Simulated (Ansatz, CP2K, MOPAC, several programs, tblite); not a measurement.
What each method gives for Ag2ZnGeSe4 (stannite)

Ag2ZnGeSe4 in the stannite structure, relaxed with r2SCAN in Ansatz, was computed with several methods. Space group I-42m (No. 121), tetragonal; conventional cell a = 5.628 Å, c = 12.548 Å, 24.84 Å³ an atom. Ag has 4 Se at 2.63 Å; Zn has 4 Se at 2.49 Å; Ge has 4 Se at 2.39 Å; Se has 1 Ge at 2.39 Å and 1 Zn at 2.49 Å and 2 Ag at 2.63 Å. The cell comes from a prototype generator: it can be a known phase or a hypothetical one. Spin polarisation is off.

```yaml
crystal:
  lattice:
    - [-2.81378, 2.81378, 6.27415]
    - [2.81378, -2.81378, 6.27415]
    - [2.81378, 2.81378, -6.27415]
  atoms:
    - { symbol: Ag, position: [0.75000, 0.25000, 0.50000] }
    - { symbol: Ag, position: [0.25000, 0.75000, 0.50000] }
    - { symbol: Zn, position: [0.00000, 0.00000, 0.00000] }
    - { symbol: Ge, position: [0.50000, 0.50000, 0.00000] }
    - { symbol: Se, position: [0.85514, 0.85514, 0.48543] }
    - { symbol: Se, position: [0.14486, 0.63029, 0.00000] }
    - { symbol: Se, position: [0.63029, 0.14486, 0.00000] }
    - { symbol: Se, position: [0.36971, 0.36971, 0.51457] }
```

Gaps and times are for a single point on this cell; volume and bulk modulus come from each method's own relaxation or energy curve at fixed shape, which is too stiff where a cell has free coordinates or axes. Times are rough, from shared hosts (Arm Neoverse V1), and each method has its own mesh and cell size. A double dagger marks a value from a curve with shape and coordinates held. PM7 (MOPAC) and PM6 (MOPAC): levels, charges or heat of formation failed a check of plausibility, so no values are given. A star marks a curve whose lowest point is an end point. PM6 (MOPAC), PM7 (MOPAC), GFN1-xTB (tblite), GFN2-xTB (tblite) treat a cluster of cells at its zone centre, which samples few k points: where these miss a band edge, the gap comes out too large for that reason alone. Gaps from k meshes are read at a limited set of points (mesh, symmetry points, PBE's band edges), so each method's own least gap may be somewhat smaller. xTB and the PM methods were fitted mostly to molecules, and can miss a solid's gap by electronvolts. Minimal bases can be far off for gaps. d marks a direct gap, i an indirect one (no mark: not told apart), a dash a value that wasn't computed or didn't pass its checks.

| method | kind | gap (eV) | own volume (Å³/atom) | bulk modulus (GPa) | atoms computed | processor time |
| --- | --- | --- | --- | --- | --- | --- |
| GFN1-xTB (tblite) | tight binding | 0.38 | 24.40‡ | 64‡ | 64 | 4.8 s |
| GFN2-xTB (tblite) | tight binding | 1.01 | 27.74*‡ | – | 64 | 6.3 s |
| light PBE (260 eV, its own mesh) | light plane-wave | 0 | – | – | 8 | 9.5 s |
| PBE/SZV (CP2K) | small basis | 0 | – | – | 8 | 35 s |
| PM7 (MOPAC) | semi-empirical | – | – | – | 64 | 45 s |
| PBE | semilocal | overlap 0.02 | 25.70 | 51‡ | 8 | 73 s |
| PBE/DZVP (CP2K) | small basis | overlap 0.02 | 26.04‡ | 50‡ | 8 | 89 s |
| r2SCAN | semilocal | 0.22 d | 24.84 | 59‡ | 8 | 2.5 min |
| PM6 (MOPAC) | semi-empirical | – | – | – | 64 | 2.7 min |

Against r2SCAN (0.22 eV) and with closed or daggered gaps left aside, the nearest gap at the points sampled is that of GFN1-xTB (tblite) (+0.16 eV) and the farthest that of GFN2-xTB (tblite) (+0.79 eV). r2SCAN is only a yardstick of convenience: semilocal gaps usually lie below measured ones, which GLLB-SC and hybrids aim to mend.

Volumes against r2SCAN's: PBE +3.5 %.

With PBE the bands overlap or touch, or nearly. Semilocal functionals can close a real gap, so this doesn't show a metal; small gaps of other methods may in turn close between the points read or with spin-orbit coupling, and the solid may be a semimetal.

Spin-orbit coupling is left out.
